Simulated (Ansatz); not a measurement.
Runs of Ansatz 0.2.0 on BiTe. The structure is trigonal, space group R-3m (No. 166). Conventional cell: a = 4.845 Å, b = 4.845 Å, c = 9.952 Å, α = 90.00°, β = 90.00°, γ = 120.00°. Bi (site symmetry -3m) has 6 Te at 3.25 Å as nearest neighbours. Around Te (site symmetry -3m) lie 6 Bi at 3.25 Å. The cell comes from a database or a generator and needn't be the stable form of this composition.

```csv
level,cutoff (eV),gap on the mesh (eV),pressure (GPa),relaxed volume (Å³/atom)
revPBE,420,none,0.0,34.57
RPBE,420,none,0.0,34.90
LDA,420,none,0.0,(b)
r2SCAN,500,none,0.0,(a)
PBEsol,420,none,0.0,31.96
```

Alike in all rows: task relaxation of cell and atoms; potentials or basis Ansatz PAW; no spin polarisation; cell relaxed; k mesh 7 × 7 × 7; smearing fermi-dirac 0.05 eV.

Task: Estimate the missing entries.

Result: (a) 33.33; (b) 31.30.

Caveats: the plane-wave basis is chosen anew once the cell has moved, so the energies of steps on either side of that aren't comparable; spin-orbit coupling is left out, which moves the levels of the heavy elements; the PAW data sets come from PBE, with cores solved anew for the run's functional, which leaves a small shift of forces and pressure.

A k mesh can miss the band edges, and the runs leave out spin-orbit coupling on Bi, Te.

A gap of «none» marks a metal or a gap under the smearing width.

Runs at the PBE level aren't shown here.
